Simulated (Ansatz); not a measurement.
# TaRu: the cost of one run

Program: Ansatz 0.2.0. Level of theory: DFT LDA, scalar-relativistic, plane waves, PAW. These are calculated values, not measurements.

### Step 1. The system as given

It takes space group Pm-3m (No. 221, cubic). The conventional cell has a = 3.187 Å, b = 3.187 Å, c = 3.187 Å, α = 90.00°, β = 90.00°, γ = 90.00°. Around Ta (site symmetry m-3m) lie 8 Ru at 2.76 Å. Around Ru (site symmetry m-3m) lie 8 Ta at 2.76 Å.

Coordinates:

```
Ta Ru
1.0
     3.18700    0.00000    0.00000
     0.00000    3.18700    0.00000
     0.00000    0.00000    3.18700
Ta Ru
1 1
Direct
  0.50000 0.50000 0.50000
  0.00000 0.00000 0.00000
```

Source of the structure: the Crystallography Open Database.

(A quick probe on a coarse mesh, which set the mesh and smearing, is not shown.)

### Step 3. A loose first relaxation

The input, input.yaml:

```yaml
crystal:
  lattice:
    - [3.187, 0.0, 0.0]
    - [0.0, 3.187, 0.0]
    - [0.0, 0.0, 3.187]
  atoms:
    - { symbol: Ta, position: [0.5, 0.5, 0.5] }
    - { symbol: Ru, position: [0.0, 0.0, 0.0] }
basis:
  ecutwfc: 420
kpoints:
  mp_grid: { grid: [6, 6, 6] }
hamiltonian:
  xc: lda
scf:
  occupations: { method: gaussian, width: 0.1 }
output:
  forces: true
  stress: true
  eigenvalues: true
relax:
  adjacent_minimum: "off"
  f_tol: 0.05
  max_steps: 80
  cell: { stress_tol: 0.5 }
```

Started as:

```bash
ansatz run input.yaml --threads 1 --pin off --max-ram 3072MiB --backend cpu --events-out ev --progress --plain --runs-dir out
```

Q: Estimate wall time and peak memory on 1 thread of Intel Xeon Platinum 8259CL at 2.50GHz (Skylake/Cascade Lake), shared host.

About 5.2 s, with a peak of 0.36 GiB.
